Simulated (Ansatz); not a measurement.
# AlGeF (triplet): from Hartree-Fock to the top rungs at distance Al2–Ge3 = 8.061 Å, cc-pVDZ

Aim: climb from Hartree-Fock through coupled cluster and multireference methods for AlGeF (triplet) at one geometry and basis, and see what each rung misses.

Program: Ansatz 0.2.0, Gaussian basis. Level of theory: cc-pVDZ, core rule «outside noble gas», up to 20 orbitals frozen. These are calculated values, not measurements.

To be run: UHF; CCSD(T) on ROHF; CCSD(T) on UHF; BCCD(T) on ROHF; CISD; CCSDT(Q) on ROHF; CCSDT(Q) on UHF; CASSCF and MRCISD+Q, 4 electrons in 4 orbitals; CASSCF and NEVPT2, 4 electrons in 4 orbitals.

36 further runs of the same task are left out: 11 for a known fault of the program, 18 that didn't finish, 7 set aside as unsound or not needed.

### 1 The system

The geometry derives from a PBE0/def2-TZVP stationary point (not a proven minimum). One bond is set to the value named and the two fragments are kept rigid. No spin-orbit coupling is included. The filled d shell of Ge may be among the frozen orbitals whatever the setting's name suggests; the logs give the count.

3 atoms, charge 0, spin multiplicity 3.

Atoms are counted from 1 here; the program's logs count them from 0.

Bond lengths: F1–Al2 1.648 Å.

### 2 UHF

in.yaml

```yaml
crystal:
  periodic: [false, false, false]
  atoms:
    - {symbol: F, position_ang: [0.000000, 0.000000, -3.785800]}
    - {symbol: Al, position_ang: [0.000000, 0.000000, -2.137600]}
    - {symbol: Ge, position_ang: [0.000000, 0.000000, 5.923400]}
basis:
  gaussian: {orbitals: cc-pVDZ}
magnetization: {spin_polarized: true, initial_magnetization: 2}
hamiltonian: {xc: hf}
output: {orbitals: {seedname: orbitals}}
```

Launch:

```
$ ansatz run in.yaml --threads 1 --pin off --events-out ev --progress --plain --max-ram 2393MiB
```

Further steps of the session: CCSD(T) on ROHF; CCSD(T) on UHF; BCCD(T) on ROHF; CISD; CCSDT(Q) on ROHF; CCSDT(Q) on UHF; CASSCF and MRCISD+Q, 4 electrons in 4 orbitals; CASSCF and NEVPT2, 4 electrons in 4 orbitals.

Q: Predict the results of all the runs planned. Wanted: UCCSDT(Q) below the RHF energy; RMP2 from UCCSDT(Q); UMP2 from UCCSDT(Q); RCCSD from UCCSDT(Q); RCCSD(T) from UCCSDT(Q); UCCSD(T) from UCCSDT(Q); RCCSDT(Q) from UCCSDT(Q); T1 diagnostic.

As calculated:

| quantity | value |
| --- | --- |
| UCCSDT(Q) below the RHF energy | -8.5350 eV |
| RMP2 from UCCSDT(Q) | +970.9 meV |
| UMP2 from UCCSDT(Q) | +958.3 meV |
| RCCSD from UCCSDT(Q) | +177.5 meV |
| RCCSD(T) from UCCSDT(Q) | +41.4 meV |
| UCCSD(T) from UCCSDT(Q) | +31.9 meV |
| RCCSDT(Q) from UCCSDT(Q) | +11.6 meV |
| levels within 1 kcal/mol (43 meV) | RCCSD(T), UCCSD(T), BCCD(T), RCCSDT, UCCSDT, RCCSDT(Q) |
| T1 diagnostic | 0.018 |

What this shows: RCCSD(T) misses by +41.4 meV, 0.5 % of the correlation energy. These misses are within one basis, not against nature; the frozen cores of restricted and unrestricted runs differ, which can shift their rows.
